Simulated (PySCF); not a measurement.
**SrCa: from the state search to spectroscopic constants**

One table from this session's results is given with a row withheld; the runs are named, their logs left out.

Computed with PySCF 2.14.0. Level: Sr def2-SVPD with ECP28, Ca def2-SVPD, scalar-relativistic core potentials.

Set-up of the first run:

Settings of the job:

```yaml
atoms: Sr, Ca
charge: 0
basis: Sr def2-SVPD with ECP28, Ca def2-SVPD
Hamiltonian: scalar-relativistic core potentials
basis_functions: 53
electrons_treated: 30
masses_in_u: 87.9056, 39.9626
levels: PBE0, PBE, r²SCAN, MN15, M06-L, BLYP, ωB97X, HF, MP2, SCS-MP2, CCSD, CCSD(T)
grid: 80 radial by 434 angular points
occupations: held fixed by the projection of orbital angular momentum
dissociation_limit: Sr + Ca, each in its ground configuration
starting_distance_in_angstrom: 3.300
values_of_2S_to_try: 0, 2
```

Command:

```console
> OMP_NUM_THREADS=1 python dia.py task.json out
```

Steps of the session up to this table: Input; First curve: PBE0; Higher solutions at PBE0; PBE; r²SCAN (meta-GGA); MN15 (hybrid meta-GGA); M06-L; BLYP (GGA); ωB97X (range-separated hybrid); RHF (mean field); Adding correlation.

One table of the session follows, with a row left open; its other results are not shown here.

Energy (eV) from each level's lowest point:

```
R (Å)    RHF  RHF-MP2  RHF-SCS-MP2  RHF-CCSD  RHF-CCSD(T)
3.847  0.366    0.167        0.189       n/a          n/a
4.026  0.243    0.087        0.104     0.101        0.080
4.205  0.159    0.040        0.053     0.050        0.035
4.339  0.115    0.019        0.029     0.027        0.016
4.473  0.082    0.008        0.014     0.013        0.005
4.607      ?        ?            ?         ?            ?
4.786  0.036    0.000        0.000     0.000        0.000
5.010  0.018    0.004        0.000     0.000        0.005
5.278  0.007    0.013        0.005     0.005        0.015
5.636  0.000    0.030        0.016       n/a          n/a
```

Q: Estimate the row for R (Å) = 4.607 from the others.

Worked estimate for «RHF». A straight line through the neighbours (4.473, 0.082) and (4.786, 0.036) gives 0.082 + (0.036 − 0.082) × (4.607 − 4.473) / (4.786 − 4.473) = 0.062; a parabola fitted to 4 rows on both sides gives 0.059.

**Answer.** RHF: 0.058; RHF-MP2: 0.002; RHF-SCS-MP2: 0.005; RHF-CCSD: 0.005; RHF-CCSD(T): 0.001. In «RHF» the line misses by +0.004 and the parabola by +0.001.

State 4 has its PBE0 minimum 0.94 eV higher. The other levels ran on the lowest alone.

To keep in mind: The bond is weak, and basis-set superposition, which was not computed, may be a sizeable part of it.
